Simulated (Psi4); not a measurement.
# InH3Br− ([InBrH3]-) at wB97X-V/def2-TZVP (core potential)

Aim: the energy change on altering one bond length of InH3Br− ([InBrH3]-) at wB97X-V/def2-TZVP (core potential), from 2 runs. 

The results are computed with Psi4 1.11.

1 further run of the same task is left out (set aside as unsound or not needed).

## (1) The structure to begin with

InH3Br−: 5 atoms, total charge -1, spin state singlet. SMILES: `[H][In-]([H])([H])[Br]`. Geometry: a GFN2-xTB relaxation, a rough one for these elements and not checked as a minimum.

Bond lengths: In1–Br2 2.478 Å, In1–H3 1.694 Å, In1–H4 1.696 Å, In1–H5 1.692 Å. Angles: Br2–In1–H3 106.2°, Br2–In1–H4 106.3°, Br2–In1–H5 106.4°, H3–In1–H4 112.6°, H3–In1–H5 112.0°, H4–In1–H5 112.8°.

## (2) The energy at wB97X-V/def2-TZVP (core potential)

brh3in.dat reads:

```
memory 1600 MB

molecule {
  -1 1
  In
  Br 1 2.478201
  H 1 1.694178 2 106.24655
  H 1 1.695761 3 112.5962 2 115.94098
  H 1 1.691909 3 111.9751 4 128.31054
  symmetry c1
  no_reorient
  no_com
}

set {
  basis                def2-TZVP
  puream               true
  e_convergence        1e-09
  d_convergence        1e-08
  scf_type             pk
  dft_radial_points    99
  dft_spherical_points 590
}

energy_value = energy('wb97x-v')
```

The run is started by

```sh
psi4 -n 1 brh3in.dat brh3in.out
```

brh3in.out (excerpt; [...] marks lines left out):

```text
[...]
    !!!  WARNING: ECP capability is in beta. Please check occupations closely.  !!!
[...]
  Running in c1 symmetry.
[...]
  Nuclear repulsion =  193.671037465864231
[...]
  Multiplicity = 1
[...]
  Nalpha       = 30
  Nbeta        = 30
[...]
    Number of basis functions: 116
[...]
   @RKS iter   1: -2765.49276793365107   -2.34518e+00   1.33159e-02 ADIIS/DIIS
[...]
   @RKS iter  11: -2765.92348354614387   -1.04592e-11   4.33406e-09 DIIS
[...]
    Orbital Energies [Eh]
    ---------------------
    Doubly Occupied:
       1A   -482.433074     2A    -62.308937     3A    -56.113095
       4A    -56.111880     5A    -56.111880     6A     -8.578672
       7A     -6.404110     8A     -6.400031     9A     -6.400030
      10A     -4.571208    11A     -2.982148    12A     -2.977314
      13A     -2.977270    14A     -2.526809    15A     -2.525569
      16A     -2.525567    17A     -2.522350    18A     -2.522349
      19A     -0.705847    20A     -0.673126    21A     -0.672962
      22A     -0.664385    23A     -0.664314    24A     -0.650734
      25A     -0.368141    26A     -0.223729    27A     -0.223382
      28A     -0.218096    29A     -0.177188    30A     -0.176679
[...]
  @RKS Final Energy: -2765.92348354614387
   => Energetics <=
    Nuclear Repulsion Energy =            193.6710374658642309
    One-Electron Energy =               -4318.2100501761487976
    Two-Electron Energy =                1441.9348262296689427
    DFT Exchange-Correlation Energy =     -83.5588321042591389
    Empirical Dispersion Energy =           0.0000000000000000
    VV10 Nonlocal Energy =                  0.2395350387311860
    Total Energy =                      -2765.9234835461438706
[...]
 Multipole Moments:
 ------------------------------------------------------------------------------------
     Multipole            Electronic (a.u.)      Nuclear  (a.u.)        Total (a.u.)
 ------------------------------------------------------------------------------------
 L = 1.  Multiply by 2.5417464519 to convert [e a0] to [Debye]
 Dipole X            :         -0.0086100            0.0070619           -0.0015481
 Dipole Y            :         -0.0212454            0.0142995           -0.0069459
 Dipole Z            :        -51.0374196           51.2534964            0.2160768
 Magnitude           :                                                    0.2161939
[...]
```

Wall time 52 s (1 thread of Intel Xeon Platinum 8488C (Sapphire Rapids), shared host); peak memory 0.89 GiB.

## (3) The distorted shape, same level

brh3in.xyz reads:

```xyz
5
BrH3In
In    -0.246980     0.002623    -0.137743
Br    -0.232010    -0.021357     2.340297
H      1.620190     0.006360    -0.694100
H     -1.065750     1.415673    -0.594373
H     -1.049620    -1.405237    -0.623803
```

brh3in_ase.py reads:

```python
import numpy as np
from ase.calculators.psi4 import Psi4
from ase.io import read

a = read('brh3in.xyz')
calc = Psi4(atoms=a, method='wb97x-v', basis='def2-TZVP', memory='1600MB', num_threads=1, charge=-1, multiplicity=1, label='calc')
calc.psi4.set_options({'puream': True, 'e_convergence': 1e-09, 'd_convergence': 1e-08, 'scf_type': 'pk', 'dft_radial_points': 99, 'dft_spherical_points': 590})
a.calc = calc

print(f'energy: {a.get_potential_energy():.6f} eV')
```

The run is started by

```sh
python brh3in_ase.py
```

calc.dat (excerpt; [...] marks lines left out):

```text
[...]
    !!!  WARNING: ECP capability is in beta. Please check occupations closely.  !!!
[...]
  Running in c1 symmetry.
[...]
  Nuclear repulsion =  192.503622755906065
[...]
  Multiplicity = 1
[...]
  Nalpha       = 30
  Nbeta        = 30
[...]
    Number of basis functions: 116
[...]
   @RKS iter   1: -2765.49855483588635   -2.37116e+00   1.32566e-02 ADIIS/DIIS
[...]
   @RKS iter  11: -2765.92001756144282   -1.63709e-11   4.68831e-09 DIIS
[...]
    Orbital Energies [Eh]
    ---------------------
    Doubly Occupied:
       1A   -482.438066     2A    -62.313894     3A    -56.118081
       4A    -56.116839     5A    -56.116817     6A     -8.583604
       7A     -6.409111     8A     -6.404956     9A     -6.404888
      10A     -4.579048    11A     -2.989866    12A     -2.985335
      13A     -2.985049    14A     -2.531792    15A     -2.530548
      16A     -2.530496    17A     -2.527218    18A     -2.527217
      19A     -0.711709    20A     -0.680734    21A     -0.676886
      22A     -0.671823    23A     -0.671606    24A     -0.656063
      25A     -0.363898    26A     -0.228686    27A     -0.224663
      28A     -0.219048    29A     -0.182468    30A     -0.173189
[...]
  @RKS Final Energy: -2765.92001756144282
   => Energetics <=
    Nuclear Repulsion Energy =            192.5036227559060649
    One-Electron Energy =               -4315.5982829290860536
    Two-Electron Energy =                1440.4676211641412920
    DFT Exchange-Correlation Energy =     -83.5327133261182553
    Empirical Dispersion Energy =           0.0000000000000000
    VV10 Nonlocal Energy =                  0.2397347737145310
    Total Energy =                      -2765.9200175614428190
[...]
 Multipole Moments:
 ------------------------------------------------------------------------------------
     Multipole            Electronic (a.u.)      Nuclear  (a.u.)        Total (a.u.)
 ------------------------------------------------------------------------------------
 L = 1.  Multiply by 2.5417464519 to convert [e a0] to [Debye]
 Dipole X            :         -0.9827099            0.6451010           -0.3376089
 Dipole Y            :          0.5003919           -0.5023788           -0.0019869
 Dipole Z            :        -50.8057322           51.1543045            0.3485723
 Magnitude           :                                                    0.4852694
[...]
```

The script printed:

```text
energy: -75264.517310 eV
```

It took 53 s on 1 thread of Intel Xeon Platinum 8488C (Sapphire Rapids), shared host; peak memory 0.93 GiB.

## (4) What came out

At wB97X-V/def2-TZVP (core potential):

| quantity | value |
| --- | --- |
| first shape: total energy | -2765.92348 Eh |
| first shape: HOMO energy | -4.81 eV |
| first shape: LUMO energy | 5.52 eV |
| first shape: HOMO–LUMO gap (to an unbound level, set by the basis) | 10.33 eV |
| distorted shape: total energy | -2765.92002 Eh |
| distorted shape: HOMO energy | -4.71 eV |
| distorted shape: LUMO energy | 5.49 eV |
| distorted shape: HOMO–LUMO gap (to an unbound level, set by the basis) | 10.20 eV |
| energy change with the In1–H3 bond stretched from 1.694 to 1.948 Å | 0.094 eV |

What this shows: With the In1–H3 bond stretched from 1.694 to 1.948 Å the energy rises by 0.09 eV (2.2 kcal/mol). The first shape isn't relaxed at this level, so the change isn't measured from a minimum.
